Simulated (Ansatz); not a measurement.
EuMo:

```
Eu Mo
1.0
     3.53145    0.00000    0.00000
     0.00000    3.53145    0.00000
     0.00000    0.00000    3.53145
Eu Mo
1 1
Direct
  0.50000 0.50000 0.50000
  0.00000 0.00000 0.00000
```

The cell was built by a generator and needn't be a form met in nature.

```yaml
Program: Ansatz 0.2.0
Task: relaxation of cell and atoms
Functional: BLYP
Potentials_or_basis: Ansatz PAW
Cutoff: "420 eV (not typed: the program's choice for these potentials)"
k_mesh: 6 × 6 × 6
Occupations: fermi-dirac, width 0.05 eV
Spin: collinear spin, ferromagnetic start
Starting_moments: "[7.0, 1.0] μB"
```

At the start: volume 22.02 Å³/atom.

How do energy, volume and symmetry change on relaxing?

It ends after 5 steps and the volume is 24.60 Å³/atom (+11.7 %); space group Pm-3m (No. 221, to 0.05 Å); moment 4.40 μB per cell.

Step by step:
```
step  energy change (eV)  largest force (eV/Å)  volume (Å³)
   1              0.0000                0.0000        44.04
   2             -0.0450                0.0000        48.43
   3             -0.0457                0.0000        48.92
   4             -0.0457                0.0000        49.20
   5             -0.0473                0.0000        49.20
```

Final structure:
```xyz
2
Lattice="3.6643 0.0000 0.0000 0.0000 3.6643 0.0000 0.0000 0.0000 3.6643" Properties=species:S:1:pos:R:3 pbc="T T T"
Eu    1.8322    1.8322    1.8322
Mo    0.0000    0.0000    0.0000
```

Caveat: the plane-wave basis is chosen anew once the cell has moved, so the energies of steps on either side of that aren't comparable; without U or exact exchange the open f shell lies at the Fermi level, which spoils levels, moments and volumes; the PAW data sets come from PBE, with cores solved anew for the run's functional, which leaves a small shift of forces and pressure; the starting moments weren't kept.
